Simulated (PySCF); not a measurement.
**One shape, several levels: ZrO2 (SMILES [O]=[Zr]=[O])**

We compute a comparison of 6 runs (HF/STO-3G, HF/def2-SVP, TPSS/STO-3G, PBE/def2-TZVP, PBE0/def2-TZVP, CCSD(T)/def2-TZVP) of ZrO2. 

The results are computed with PySCF 2.14.0.

**1. The system as given**

The species is ZrO2 (3 atoms), meant as a singlet with charge 0. As SMILES, `[O]=[Zr]=[O]`. Geometry: relaxed at PBE0-D4/def2-TZVP.

Bond lengths: O1–Zr2 1.761 Å, Zr2–O3 1.761 Å. Angles: O1–Zr2–O3 107.9°.

**2. Energy and gradient at HF/STO-3G (run 1)**

Input file input.py:

```python
# [O]=[Zr]=[O]
import pyscf.grad
from pyscf import gto

mol = gto.Mole()
mol.atom = '''
O      1.236826     2.366882     0.733970
Zr     0.658570    -0.910281     0.664806
O     -1.895395    -1.456601    -1.398586
'''
mol.spin = 0
mol.verbose = 4
mol.basis = 'sto-3g'
mol.unit = 'bohr'
mol.charge = 0
mol.max_memory = 1860
mol.build()

myscf = mol.RHF()
myscf.conv_tol = 1e-10
myscf.kernel()
if not myscf.converged:
    myscf = myscf.newton().run(myscf.mo_coeff, myscf.mo_occ)

etot = myscf.e_tot
print('E = %.10f Eh' % etot)
grad = myscf.Gradients().kernel()
myscf.analyze()
```

Started as:

```
$ OMP_NUM_THREADS=1 python input.py
```

Output:

```text
PySCF version 2.14.0

[... 77 lines left out ...]
One-electron Energy =                -5470.290895654223277
[... 9 lines left out ...]
MO #5   energy= -82.7731848791203  occ= 2
[... 7 lines left out ...]
MO #13  energy= -6.83006482390716  occ= 2
[... 7 lines left out ...]
MO #21  energy= -1.02185692666573  occ= 2
[... 7 lines left out ...]
MO #29  energy= 0.183271353318005  occ= 0
[... 7 lines left out ...]
MO #37  energy= 1.12044535987199   occ= 0
[... 43 lines left out ...]
Dipole moment(X, Y, Z, Debye):  3.58323, -4.95278,  3.61682
```

Wall time 2.2 s (1 thread of Intel Xeon at 2.70GHz, shared host); peak memory 0.12 GiB.

**3. Energy and forces at HF/def2-SVP (core potential) (run 2)**

Input file job.py:

```python
from pyscf import gto, scf

mol = gto.Mole()
mol.atom = 'O 0.654500 1.252500 0.388400; Zr 0.348500 -0.481700 0.351800; O -1.003000 -0.770800 -0.740100'
mol.ecp = {'Zr': 'def2-svp'}
mol.basis = 'def2-svp'
mol.max_memory = 1860
mol.verbose = 4
mol.build()

hf = scf.RHF(mol)
hf.conv_tol = 1e-10
hf.kernel()
if not hf.converged:
    hf = hf.newton().run(hf.mo_coeff, hf.mo_occ)

energy = hf.e_tot
print('E(%s) = %.9f' % ('HF', energy))
grad = hf.nuc_grad_method().kernel()
hf.analyze()
```

Started as:

```
$ OMP_NUM_THREADS=1 python job.py
```

Output:

```text
PySCF version 2.14.0

[... 79 lines left out ...]
Two-electron Coulomb Energy =          181.817793394824093
[... 13 lines left out ...]
MO #11  energy= -0.430301521822745 occ= 2
[... 11 lines left out ...]
MO #23  energy= 0.198295263061002  occ= 0
[... 11 lines left out ...]
MO #35  energy= 1.12340870710655   occ= 0
[... 11 lines left out ...]
MO #47  energy= 1.73626200703661   occ= 0
[... 11 lines left out ...]
MO #59  energy= 33.6490240037144   occ= 0
[... 65 lines left out ...]
Dipole moment(X, Y, Z, Debye):  4.77853, -6.60503,  4.82333
```

It took 3.9 s on 1 thread of Intel Xeon at 2.70GHz, shared host; peak memory 0.13 GiB.

Runs 3 to 5 aren't shown in full; the table further down has their settings and results.

**4. A single-point energy at CCSD(T)/def2-TZVP (core potential) (run 6)**

Input file calc.py:

```python
from pyscf import gto, scf, cc

mol = gto.Mole()
mol.atom = '''
O      0.654500     1.252500     0.388400
Zr     0.348500    -0.481700     0.351800
O     -1.003000    -0.770800    -0.740100
'''
mol.ecp = {'Zr': 'def2-svp'}
mol.max_memory = 1860
mol.charge = 0
mol.basis = 'def2-tzvp'
mol.verbose = 4
mol.build()

hf = scf.RHF(mol)
hf.conv_tol = 1e-10
hf.kernel()
if not hf.converged:
    hf = hf.newton().run(hf.mo_coeff, hf.mo_occ)

mycc = cc.CCSD(hf, frozen=2)
mycc.kernel()
e_t = mycc.ccsd_t()
etot = mycc.e_tot + e_t
print(f'total energy: {etot:.8f} hartree')
hf.analyze()
```

Started as:

```
$ OMP_NUM_THREADS=1 python calc.py
```

Output:

```text
PySCF version 2.14.0

[... 115 lines left out ...]
MO #7   energy= -1.11687919798311  occ= 2
[... 18 lines left out ...]
MO #26  energy= 0.24385746016552   occ= 0
[... 18 lines left out ...]
MO #45  energy= 1.02945865892245   occ= 0
[... 18 lines left out ...]
MO #64  energy= 2.31895456661395   occ= 0
[... 18 lines left out ...]
MO #83  energy= 5.6880884454719    occ= 0
[... 18 lines left out ...]
MO #102 energy= 72.792988391886    occ= 0
[... 108 lines left out ...]
Dipole moment(X, Y, Z, Debye):  4.77833, -6.60477,  4.82313
```

It took 72 s on 1 thread of Intel Xeon at 2.70GHz, shared host; peak memory 0.76 GiB.

**5. All runs side by side**

```tsv
run	level	core potential	integration grid	energy (Eh)	dipole moment (D) of the reference	HOMO energy (eV)	LUMO energy (eV)	wall time
1	HF/STO-3G	–	–	-3650.716444	7.10	-6.22	4.99	2.2 s
2	HF/def2-SVP (core potential)	def2-svp	–	-196.124476	9.47	-10.40	-1.12	3.9 s
3	TPSS/STO-3G	–	5	-3652.951455	4.98	-1.37	0.24	13 s
4	PBE/def2-TZVP (core potential)	def2-svp	5	-197.492363	7.31	-5.30	-3.56	29 s
5	PBE0/def2-TZVP (core potential)	def2-svp	5	-197.438614	7.92	-6.76	-2.90	27 s
6	CCSD(T)/def2-TZVP (core potential)	def2-svp	–	-197.145020	9.47	-10.44	-1.18	72 s
```

**6. What came out**

| quantity | value |
| --- | --- |
| run 6: total energy | -197.14502 Eh |
| run 6: dipole moment (Hartree–Fock density) | 9.47 D |
| run 6: HOMO energy (Hartree–Fock orbitals) | -10.44 eV |
| run 6: LUMO energy (Hartree–Fock orbitals) | -1.18 eV |
| run 6: HOMO–LUMO gap (Hartree–Fock orbitals) | 9.26 eV |
| run 6: correlation energy (2 core orbitals frozen) | -819.1 mEh |
| run 6: (T) correction | -44.80 mEh |
| run 6: T1 diagnostic | 0.027 |

Over runs 1, 2, 3, 4, 5 the dipole moment (its size) runs from 4.98 D (TPSS/STO-3G) to 9.47 D (HF/def2-SVP). The two ends differ in method and basis and core potential. Over runs 1, 2, 3, 4, 5 the HOMO–LUMO gap runs from 1.61 eV (TPSS/STO-3G) to 11.20 eV (HF/STO-3G). Exact exchange widens orbital gaps. Totals of different functionals can't be ranked against each other. Some runs of one species differ in core potentials or relativity; totals across that change don't compare. In runs 1, 3 the basis is minimal, so the values are rough. In runs 1, 3 relativity is left out where basis or elements ask for it. All runs together took 2.5 min, the longest 72 s.
